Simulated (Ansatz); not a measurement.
# C2H6AlNOS: the cost of one run

Method: RKS r2SCAN-D4/def2-SVP, in Ansatz 0.2.0.

## 1. Starting point

Bond lengths: C1–S2 1.821 Å, S2–Al3 2.255 Å, Al3–N4 2.002 Å, Al3–C5 1.942 Å, C5–O6 1.222 Å, C1–H7 1.096 Å, C1–H8 1.061 Å, C1–H9 1.190 Å, N4–H10 1.027 Å, N4–H11 1.093 Å, C5–H12 1.125 Å. Angles (14 of 16 angles, heavy atoms first): C1–S2–Al3 94.3°, S2–Al3–N4 119.6°, S2–Al3–C5 121.2°, N4–Al3–C5 119.1°, Al3–C5–O6 120.7°, S2–C1–H7 107.8°, S2–C1–H8 110.8°, S2–C1–H9 107.5°, Al3–N4–H10 103.9°, Al3–N4–H11 101.6°, Al3–C5–H12 120.4°, O6–C5–H12 119.0°, H7–C1–H8 113.6°, H7–C1–H9 107.3°.

Structure file:

```xyz
12

C    -1.2585   -1.6207   -0.7633
S    -0.2722   -0.5460   -1.8542
Al    0.6130    0.6502   -0.1594
N     2.3148    0.0401    0.6998
C    -0.2322    2.2803    0.4716
O    -1.2632    2.6870   -0.0425
H    -1.8595   -2.2812   -1.3989
H    -0.6337   -2.1406   -0.0811
H    -2.0131   -0.9241   -0.1625
H     2.4868   -0.8806    0.2789
H     1.9809   -0.1771    1.7173
H     0.2140    2.8575    1.3283
```

## 2. End point A

input.yaml

```yaml
crystal:
  periodic: [false, false, false]
  atoms:
    - { symbol: C, position_ang: [-1.2585, -1.6207, -0.7633] }
    - { symbol: S, position_ang: [-0.2722, -0.546, -1.8542] }
    - { symbol: Al, position_ang: [0.613, 0.6502, -0.1594] }
    - { symbol: "N", position_ang: [2.3148, 0.0401, 0.6998] }
    - { symbol: C, position_ang: [-0.2322, 2.2803, 0.4716] }
    - { symbol: O, position_ang: [-1.2632, 2.687, -0.0425] }
    - { symbol: H, position_ang: [-1.8595, -2.2812, -1.3989] }
    - { symbol: H, position_ang: [-0.6337, -2.1406, -0.0811] }
    - { symbol: H, position_ang: [-2.0131, -0.9241, -0.1625] }
    - { symbol: H, position_ang: [2.4868, -0.8806, 0.2789] }
    - { symbol: H, position_ang: [1.9809, -0.1771, 1.7173] }
    - { symbol: H, position_ang: [0.214, 2.8575, 1.3283] }
basis:
  gaussian: { orbitals: def2-SVP }
hamiltonian:
  xc: r2scan
  dispersion: d4
relax:
  f_tol: 0.015
  max_steps: 40
```

Launch:

```console
ansatz run input.yaml --threads 2 --pin off --max-ram 3072MiB --backend cpu --events-out ev --progress --plain --runs-dir out
```

Q: Estimate wall time and peak memory on 2 threads of Intel Xeon 6975P-C (Granite Rapids), shared host.

About 1.9 min, with a peak of 0.23 GiB.
